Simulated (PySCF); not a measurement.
**V+: dipole response in aug-cc-pVTZ plus 1 even-tempered diffuse shell per l**

How polarisable is V+ at the levels listed below?

The numbers are computed with PySCF 2.14.0 (unrestricted determinants in a Gaussian basis, no spin-orbit coupling in the energies), except any that are marked as measured or tabulated.

**1. The atom as given**

| Property | Result |
| --- | --- |
| Element | vanadium (Z = 23) |
| Basis | aug-cc-pVTZ with one added diffuse shell each of s, p, d, f, g type (9s8p6d4f3g, 118 functions) |
| Hamiltonian | no relativity, point nucleus |
| State 1 | V+: [Ar] 3d4, high-spin 5D determinant |
| Methods | PBE0 |

The outer shells:

V+ [Ar] 3d4
```
[Ar] core
3d [↑ ][↑ ][↑ ][↑ ][  ]
```

One driver process ran all states and methods and kept the integrals in memory. Each run is shown as a PySCF script that sums up its settings (the driver passes frozen orbitals as a list and adds second-order terms of double hybrids); the logs are those of the runs themselves. The driver starts from symmetry-adapted Hartree-Fock orbitals, holds the occupation by maximum overlap and uses a logarithmic radial grid for functionals, so a plain start would take other cycles.

The integrals over 118 functions and the set-up took 4.3 s of CPU time.

**2. V+, at PBE0**

**PBE0**

The input, input.py:

```python
from pyscf import gto, scf, dft, mp, cc
import basis_set_exchange as bse
mol = gto.M(atom="V 0 0 0", charge=1, spin=4, symmetry="D2h",
            basis=gto.basis.parse(bse.get_basis("aug-cc-pVTZ", elements=["V"], fmt="nwchem", augment_diffuse=1)))
mf = dft.UKS(mol, xc="PBE0")
mf.irrep_nelec = {'Ag': (4, 3), 'B1g': (1, 0), 'B2g': (1, 0), 'B3g': (1, 0), 'B1u': (2, 2), 'B2u': (2, 2), 'B3u': (2, 2)}
mf.kernel()
```

Output:

```text
damping factor = 0
level_shift factor = 0
DIIS = <class 'pyscf.scf.diis.CDIIS'>
diis_start_cycle = 1
diis_space = 10
diis_damp = 0
SCF conv_tol = 1e-09
SCF conv_tol_grad = None
number electrons alpha = 13  beta = 9
XC functionals = PBE0
    C. Adamo and V. Barone.,  J. Chem. Phys. 110, 6158 (1999)
    M. Ernzerhof and G. E. Scuseria.,  J. Chem. Phys. 110, 5029 (1999)
cycle= 1 E= -943.474068561468  delta_E= -0.00662  |g|= 0.0209  |ddm|= 1.48
cycle= 2 E= -943.474059832719  delta_E= 8.73e-06  |g|= 0.0228  |ddm|= 0.119
cycle= 3 E= -943.474197630439  delta_E= -0.000138  |g|= 0.00195  |ddm|= 0.108
cycle= 4 E= -943.474201729047  delta_E= -4.1e-06  |g|= 0.00046  |ddm|= 0.0101
cycle= 5 E= -943.474205242436  delta_E= -3.51e-06  |g|= 0.000464  |ddm|= 0.00695
cycle= 6 E= -943.474206753117  delta_E= -1.51e-06  |g|= 0.000463  |ddm|= 0.00301
cycle= 7 E= -943.474183963543  delta_E= 2.28e-05  |g|= 0.0152  |ddm|= 0.314
cycle= 8 E= -943.47420833617  delta_E= -2.44e-05  |g|= 0.0133  |ddm|= 0.0181
cycle= 9 E= -943.474244128501  delta_E= -3.58e-05  |g|= 0.00992  |ddm|= 0.0488
cycle= 10 E= -943.474267001832  delta_E= -2.29e-05  |g|= 0.00193  |ddm|= 0.0925
cycle= 11 E= -943.474273702098  delta_E= -6.7e-06  |g|= 0.00234  |ddm|= 0.0987
cycle= 12 E= -943.47427708199  delta_E= -3.38e-06  |g|= 0.000272  |ddm|= 0.0249
cycle= 13 E= -943.474277117233  delta_E= -3.52e-08  |g|= 0.000102  |ddm|= 0.00433
cycle= 14 E= -943.474277123669  delta_E= -6.44e-09  |g|= 2.8e-05  |ddm|= 0.000974
cycle= 15 E= -943.474277124193  delta_E= -5.25e-10  |g|= 1.81e-06  |ddm|= 0.00039
converged SCF energy = -943.474277124193  <S^2> = 6.0003574  2S+1 = 5.000143
```

It used 67 s of CPU time after the integrals (shared host).

The occupied shells:

```tsv
shell	electrons	mean orbital energy (eV)	spread (eV)	rms radius (bohr)
1s β	1	-5367.8	0	0.0776
1s α	1	-5367.8	0	0.0776
2s α	1	-611.20	0	0.337
2s β	1	-609.92	0	0.337
2p α	3	-515.16	0.230	0.305
2p β	3	-514.07	0.532	0.305
3s α	1	-77.899	0	1.04
3s β	1	-73.809	0	1.04
3p α	3	-51.494	0.198	1.12
3p β	3	-47.008	1.383	1.12
3d α	4	-11.622	1.025	1.73
```

⟨S²⟩ = 6.000, ⟨L²⟩ = 6.17.

The driver then solved the coupled dipole response at imaginary frequencies: mean α = 16.02 bohr³ (xx, yy, zz: 12.64, 12.64, 22.78), C₆ = 60.56 au for a like pair.

Radial density 4πr²ρ of V+ at PBE0:

```tsv
r (bohr)	density	spin density
0.00118	0.136	0.000
0.00199	0.371	0.000
0.00335	0.985	0.000
0.00563	2.51	0.000
0.00947	5.95	0.000
0.0159	12.5	0.000
0.0268	21.7	-0.001
0.0450	27.3	-0.001
0.0758	23.1	-0.001
0.127	21.9	0.011
0.214	29.6	0.126
0.361	16.9	0.691
0.607	9.67	1.934
1.02	10.7	2.488
1.72	2.98	1.431
2.89	0.421	0.382
4.85	0.0271	0.027
8.17	0.000292	0.000
```

**3. The response side by side**

V+, in atomic units:

```tsv
method	mean α	C₆ (like pair)	S(−4)
PBE0	16.02	60.56	379.5
```

α(iu) at PBE0:

```tsv
u (hartree)	α(iu) (bohr³)
0	16.02
0.0500	15.15
0.100	13.23
0.200	9.659
0.300	7.464
0.500	5.150
0.750	3.687
1.00	2.830
1.50	1.855
2.00	1.315
3.00	0.7566
5.00	0.3426
```

**4. Outcome**

| quantity | value |
| --- | --- |
| α of V+ | 16.02 (PBE0) bohr³ |

A single London oscillator with the computed α and C₆ of V+ at PBE0 would have ω = 4 C₆ / (3 α²) = 0.314 hartree. The basis is finite, and no extrapolation was made.
